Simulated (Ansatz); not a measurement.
**B₂FH₂I (SMILES FBBI): functionals against CCSD(T) at one geometry**

The task here is to estimate one member of a computed series from the others.

Computed with Ansatz 0.2.0, Gaussian basis. Level: single points in def2-TZVPP.

Correlated methods freeze the cores. Filled d shells of the heavier atoms are correlated. Core potentials replace the inner electrons past krypton, and spin-orbit coupling is left out.

### The starting structure

SMILES `FBBI`, 6 atoms, charge 0, spin multiplicity 1.

Atoms are counted from 1 here; the program's logs count them from 0.

Bond lengths: F1–B2 1.286 Å, B2–B3 1.711 Å, B2–H5 1.193 Å, B3–I4 2.123 Å, B3–H6 1.193 Å. Angles: F1–B2–B3 119.8°, F1–B2–H5 116.8°, B3–B2–H5 122.6°, B2–B3–I4 121.7°, B2–B3–H6 125.5°, I4–B3–H6 112.2°.

As a file:

```
F    -1.3059    1.1965   -0.9364
B    -0.2694    0.8544   -0.2572
B     0.0078   -0.7961    0.0986
I     1.6513   -1.4212    1.2882
H     0.3563    1.7353    0.2482
H    -0.5689   -1.7175   -0.3922
```

The first run:

The input, run/in.yaml:

```yaml
crystal:
  periodic: [false, false, false]
  atoms:
    - {symbol: F, position_ang: [-1.305900, 1.196500, -0.936400]}
    - {symbol: B, position_ang: [-0.269400, 0.854400, -0.257200]}
    - {symbol: B, position_ang: [0.007800, -0.796100, 0.098600]}
    - {symbol: I, position_ang: [1.651300, -1.421200, 1.288200]}
    - {symbol: H, position_ang: [0.356300, 1.735300, 0.248200]}
    - {symbol: H, position_ang: [-0.568900, -1.717500, -0.392200]}
basis:
  gaussian: {orbitals: def2-TZVPP}
correlation: {method: ccsd_t}
output: {forces: true}
```

No record of the launch command was kept for these runs.

Among the steps run: CCSD(T)/def2-TZVPP; PBE0-D4/def2-TZVPP; wB97M-V/def2-TZVPP; r2SCAN-D4/def2-TZVPP; PBE-D4/def2-TZVPP; B97M-V/def2-TZVPP; wB97X-V/def2-TZVPP.

One table of the session follows, with a row left open; its other results are not shown here.

```
   method  RMS force component (eV/Å)  angle to CCSD(T) forces (°)  dipole (D)
  CCSD(T)                       0.766                    reference        0.24
  PBE0-D4                       0.672                          4.3        0.25
  wB97M-V                       0.740                          3.7        0.11
r2SCAN-D4                           ?                            ?           ?
   PBE-D4                       0.833                         11.5        0.40
   B97M-V                       0.636                          7.7        0.35
  wB97X-V                       0.771                          2.1        0.12
```

Estimate the missing values for r2SCAN-D4.

The run gave: RMS force component (eV/Å): 0.732; angle to CCSD(T) forces (°): 6.1; dipole (D): 0.25. In the column «RMS force component (eV/Å)» it lies between PBE0-D4 (0.672) and wB97M-V (0.740).
